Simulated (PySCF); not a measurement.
# C3H10Si: the cost of one run

The runs use PySCF 2.14.0, with density-fitted response routines of our own; the level of theory stands in each step. All values are computed, except where a source is named. Atoms are numbered from 0 throughout.

**1. Starting geometry**

14 atoms, charge 0, multiplicity 1; geometry from: GFN2-xTB. The atoms were then displaced at random by about 0.01 Å, so the start is not that level's minimum.

Bonds of the start (Å): C0–C1 1.50, C1–C2 1.53, C1–Si3 1.95, C0–H4 1.12, C0–H5 1.08, C0–H6 1.10, C1–H7 1.09, C2–H8 1.08, C2–H9 1.07, C2–H10 1.10, Si3–H11 1.47, Si3–H12 1.44, Si3–H13 1.44.

**2. Relaxing the molecule at PBE0-D3(BJ)/def2-SVP**

The job: settings as JSON, then the geometry in Å.

```
{"job": {"xc": "PBE0", "basis": "def2-SVP", "d3": "d3bj", "grid": 1, "shake": 0.01, "kind": "geom"}, "charge": 0, "multiplicity": 1}
C     -0.509070     1.246600    -0.768020
C     -0.203190     0.163950     0.227020
C     -1.106010    -1.050300    -0.028800
Si     1.687300    -0.291980     0.167750
H     -1.582570     1.548170    -0.712300
H     -0.343510     0.940090    -1.792010
H      0.083960     2.156450    -0.588990
H     -0.413360     0.554370     1.226050
H     -2.141210    -0.773000     0.072530
H     -0.912910    -1.454160    -1.005610
H     -0.893050    -1.835800     0.714670
H      1.927510    -1.327690     1.179530
H      2.427990     0.907130     0.450140
H      1.970950    -0.798920    -1.154700
```

Launch:

```bash
OMP_NUM_THREADS=1 python probes_run.py task.json out
```

The driver reads the jobs from task.json and runs them one after another.

Q: Estimate the wall time and peak memory of this first job on 1 thread of Arm Neoverse V2, shared host.

About 15 s, with a peak of 0.47 GiB.
